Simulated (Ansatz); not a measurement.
# HfTi3N4: the cost of one run

Computed with Ansatz 0.2.0 (DFT PBE, scalar-relativistic, plane waves, PAW, unless a step's input says otherwise).

1 further run of the same task is left out (it didn't finish). Runs told in other sessions of the task aren't counted.

### 1 The starting structure

It takes space group P4/mmm (No. 123, tetragonal). The conventional cell has a = 3.074 Å, b = 3.074 Å, c = 8.676 Å, α = 90.00°, β = 90.00°, γ = 90.00°. Around Hf (site symmetry 4/mmm) lie 6 N at 2.17 to 2.22 Å. Ti (site symmetry 4mm) has 6 N at 2.05 to 2.29 Å in its first shell of neighbours. Ti (site symmetry 4/mmm) is surrounded by 6 N at 2.12 to 2.17 Å. Around N (site symmetry 4mm) lie 5 Ti at 2.12 to 2.17 Å and 1 Hf at 2.22 Å. Around N (site symmetry 4/mmm) lie 6 Ti at 2.05 to 2.17 Å. N (site symmetry 4/mmm) has 4 Hf at 2.17 Å and 2 Ti at 2.29 Å in its first shell of neighbours.

Structure file:

```
CELL_PARAMETERS angstrom
3.07378 0.00000 0.00000
0.00000 3.07378 0.00000
0.00000 0.00000 8.67570
ATOMIC_POSITIONS crystal
Hf 0.00000 0.00000 0.00000
Ti 0.50000 0.50000 0.26374
Ti 0.00000 0.00000 0.50000
Ti 0.50000 0.50000 0.73626
N 0.00000 0.00000 0.25579
N 0.50000 0.50000 0.50000
N 0.00000 0.00000 0.74421
N 0.50000 0.50000 0.00000
```

The start is the relaxed end of an invented cell (made as: elements ordered on the sites of the HfN type, Ti/Hf on Hf (P4/mmm, No. 123)), taken up again for a closer look.

### 2 The guess as it stands, on a coarse mesh

File input.yaml:

```yaml
crystal:
  lattice:
    - [3.0737782, 0.0, 0.0]
    - [0.0, 3.0737782, 0.0]
    - [0.0, 0.0, 8.6756986]
  atoms:
    - { symbol: Hf, position: [0.0, 0.0, 0.0] }
    - { symbol: Ti, position: [0.5, 0.5, 0.263736] }
    - { symbol: Ti, position: [0.0, 0.0, 0.5] }
    - { symbol: Ti, position: [0.5, 0.5, 0.736264] }
    - { symbol: "N", position: [0.0, 0.0, 0.255794] }
    - { symbol: "N", position: [0.5, 0.5, 0.5] }
    - { symbol: "N", position: [0.0, 0.0, 0.744206] }
    - { symbol: "N", position: [0.5, 0.5, 0.0] }
basis:
  ecutwfc: 420
kpoints:
  mp_grid: { grid: [6, 6, 2] }
hamiltonian:
  xc: pbe
scf:
  occupations: { method: gaussian, width: 0.1 }
  lower_state_search: "off"
output:
  forces: true
  stress: true
  eigenvalues: true
```

Started as:

```sh
ansatz run input.yaml --threads 4 --pin off --max-ram 8192MiB --backend cpu --events-out ev --progress --plain --runs-dir out
```

Q: Estimate wall time and peak memory on 4 threads of Intel Xeon 6975P-C (Granite Rapids), shared host.

About 1.6 s, with a peak of 0.54 GiB.
